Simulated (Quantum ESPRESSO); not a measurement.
Runs of Quantum ESPRESSO 7.5 on GaF. It takes space group F-43m (No. 216, cubic). Conventional cell: a = 5.692 Å, b = 5.692 Å, c = 5.692 Å, α = 90.00°, β = 90.00°, γ = 90.00°. Ga (site symmetry -43m) has 4 F at 2.46 Å as nearest neighbours. F (site symmetry -43m) has 4 Ga at 2.46 Å as nearest neighbours. The cell was built by a generator and needn't be a form met in nature.

| task | level | potentials or basis | cell | k mesh | cutoff (eV) | k points per string | gap on the mesh (eV) | pressure (GPa) |
| --- | --- | --- | --- | --- | --- | --- | --- | --- |
| phonons | PBE | GBRV 1.5 PBE | relaxed | 4 × 4 × 4, shifted | 762 | - | - | 0.0 |
| phonons | PBE | SG15 PBE 1.2 | relaxed | 4 × 4 × 4, shifted | 1197 | - | - | 0.0 |
| phonons | PBE | Ansatz NC SR PBE | relaxed | 4 × 4 × 4, shifted | 1320 | - | - | 0.0 |
| phonons | PBE | PseudoDojo 0.4.1 SR PBE standard | relaxed | 4 × 4 × 4, shifted | 1143 | - | - | -0.1 |
| phonons | PBE | SSSP 1.3 efficiency PBE | relaxed | 4 × 4 × 4, shifted | 952 | - | - | -0.1 |
| Berry-phase polarisation | PW91 | PseudoDojo 0.5 SR PBE standard | volume scaled by 0.92 | 6 × 6 × 6 | 1143 | 12 × 12 × 12 | (a) | 2.3 |
| phonons | PBE | SPMS 1.0 PBE | relaxed | 4 × 4 × 4, shifted | 1197 | - | - | 0.0 |
| Berry-phase polarisation | PBE | PseudoDojo 0.4.1 SR PBE standard | relaxed | 6 × 6 × 6 | 1143 | 12 × 12 × 12 | 2.28 | 0.0 |
| phonons | PBE | JTH 2.0 PBE | relaxed | 4 × 4 × 4, shifted | 707 | - | - | -0.4 |

Alike in all rows: no spin polarisation; smearing fermi-dirac 0.05 eV.

Task: Estimate the missing entries.

Result: (a) 1.96.

Caveats: before the sum rule the acoustic modes lie tens of cm⁻¹ from zero, a sign that the density grid also shifts the optical modes (some runs); the potentials were made for another functional, which shifts forces and pressure (some runs).

A k mesh can miss the band edges, and the runs leave out spin-orbit coupling on Ga.

The runs don't all hold the same shells in valence.
